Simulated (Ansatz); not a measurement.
The system is Ta4NiO11.

```
CELL_PARAMETERS angstrom
1.95495 -14.82973 0.00000
1.95495 14.82973 0.00000
0.00000 0.00000 3.88590
ATOMIC_POSITIONS crystal
Ta 0.20437 0.79563 0.00000
Ta 0.92451 0.07549 0.00000
Ta 0.07549 0.92451 0.00000
Ta 0.79563 0.20437 0.00000
Ni 0.50000 0.50000 0.00000
O 0.13987 0.86013 0.00000
O 0.72107 0.27893 0.00000
O 0.43645 0.56355 0.00000
O 0.56355 0.43645 0.00000
O 0.00000 0.00000 0.00000
O 0.86013 0.13987 0.00000
O 0.27893 0.72107 0.00000
O 0.92790 0.07210 0.50000
O 0.07210 0.92790 0.50000
O 0.79436 0.20564 0.50000
O 0.20564 0.79436 0.50000
```

The cell was built by a generator and needn't be a form met in nature.

```yaml
Program: Ansatz 0.2.0
Task: single point
Functional: PBE
Potentials_or_basis: Ansatz PAW
Cutoff: "420 eV (not typed: the program's choice for these potentials)"
k_mesh: 7 × 7 × 7
Occupations: fermi-dirac, width 0.05 eV
Spin: collinear spin, ferromagnetic start
Starting_moments: "[0.0, 0.0, 0.0, 0.0, 1.0, 0.0, 0.0, 0.0, 0.0, 0.0, 0.0, 0.0, 0.0, 0.0, 0.0, 0.0] μB"
```

On this cell: pressure 0.1 GPa; largest force 0.053 eV/Å; net moment 0.85 μB per cell; site moments Ta -0.00; Ni +0.68; O -0.00, +0.01, +0.09, +0.00 μB; band gap on the k mesh none (metal or under the smearing width).

The same run follows on a disturbed copy (atoms moved at random, drawn with an rms of 0.05 Å):

```xyz
16
Lattice="1.9549 -14.8297 0.0000 1.9549 14.8297 0.0000 0.0000 0.0000 3.8859" Properties=species:S:1:pos:R:3 pbc="T T T"
Ta    1.9115    8.8038    0.0096
Ta    1.9508  -12.6115   -0.0044
Ta    1.9205   12.5824    0.0207
Ta    1.9463   -8.7912    0.0178
Ni    1.9560    0.0204   -0.0124
O     1.9886   10.6690    0.0006
O     1.9716   -6.5299   -0.0408
O     1.9475    1.8540   -0.0181
O     1.9394   -1.8624    0.0170
O     0.0261    0.0131    0.0572
O     1.9613  -10.6718    0.0117
O     1.9985    6.5739    0.0228
O     1.9245  -12.6548    1.9174
O     1.9559   12.6638    1.9142
O     1.9518   -8.6985    1.9540
O     1.9314    8.7356    2.0080
```

Question: What changes?

Answer: The energy (extrapolated to zero smearing) moves by +12.9 meV/atom; pressure 0.8 GPa; largest force 1.920 eV/Å; net moment 0.83 μB per cell; site moments Ta -0.00; Ni +0.66; O -0.00, +0.01, +0.09, +0.00 μB; band gap on the k mesh none (metal or under the smearing width).

Forces in eV/Å, atoms in the order of the input:
```
Ta   0.355 -1.880  0.163
Ta   0.015  0.736 -0.032
Ta   0.202 -0.283 -0.124
Ta   0.224  1.342 -0.020
Ni   0.204 -0.701  0.126
O   -0.105  1.788  0.115
O   -0.354  0.042  0.556
O   -0.007  0.655 -0.086
O    0.043 -0.086 -0.256
O   -0.349 -0.029 -0.364
O    0.004 -1.257 -0.104
O   -0.619 -0.274  0.033
O    0.044 -0.102  0.320
O   -0.060  0.096  0.591
O    0.221 -0.177  0.010
O    0.183  0.131 -0.929
```

Stress tensor (GPa, compression positive):
```
-0.49  0.32 -0.07
 0.32  2.40  0.05
-0.07  0.05  0.63
```

Caveats: a cell with one magnetic atom can't hold antiferromagnetic order, which such compounds often take; semilocal functionals often make such compounds metallic where correlation or magnetic order opens a gap, which also shifts bond lengths.
